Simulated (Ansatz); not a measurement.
# BGa2H: the cost of one run

The runs use Ansatz 0.2.0, Gaussian basis; RKS PBE0/def2-TZVP.

### 1 The starting structure

4 atoms, charge 0, spin multiplicity 1.

Atoms are counted from 1 here; the program's logs count them from 0.

Bond lengths: Ga1–B2 2.034 Å, B2–Ga3 2.034 Å, B2–H4 1.223 Å. Angles: Ga1–B2–Ga3 147.1°, Ga1–B2–H4 106.4°, Ga3–B2–H4 106.4°.

The start was built by rule and, where that kept it together, relaxed with GFN2-xTB. Sticks and bond lists go by distance. No spin-orbit coupling is included. 

### 2 Relaxation

File in.yaml:

```yaml
crystal:
  periodic: [false, false, false]
  atoms:
    - {symbol: Ga, position_ang: [-1.951078, -0.047747, -0.000850]}
    - {symbol: B, position_ang: [0.001432, 0.522262, 0.002745]}
    - {symbol: Ga, position_ang: [1.950786, -0.058456, 0.000292]}
    - {symbol: H, position_ang: [0.004786, 1.744756, 0.009170]}
basis:
  gaussian: {orbitals: def2-TZVP}
hamiltonian: {xc: pbe0}
relax: {f_tol: 0.004, max_steps: 80}
```

The run is started by

```
$ ansatz run in.yaml --threads 1 --pin off --events-out ev --progress --plain --max-ram 2176MiB
```

**Question.** How long does this run take on 1 thread of Arm Neoverse V2, shared host, and how much memory does it need?

About 86 s, with a peak of 0.4 GiB.
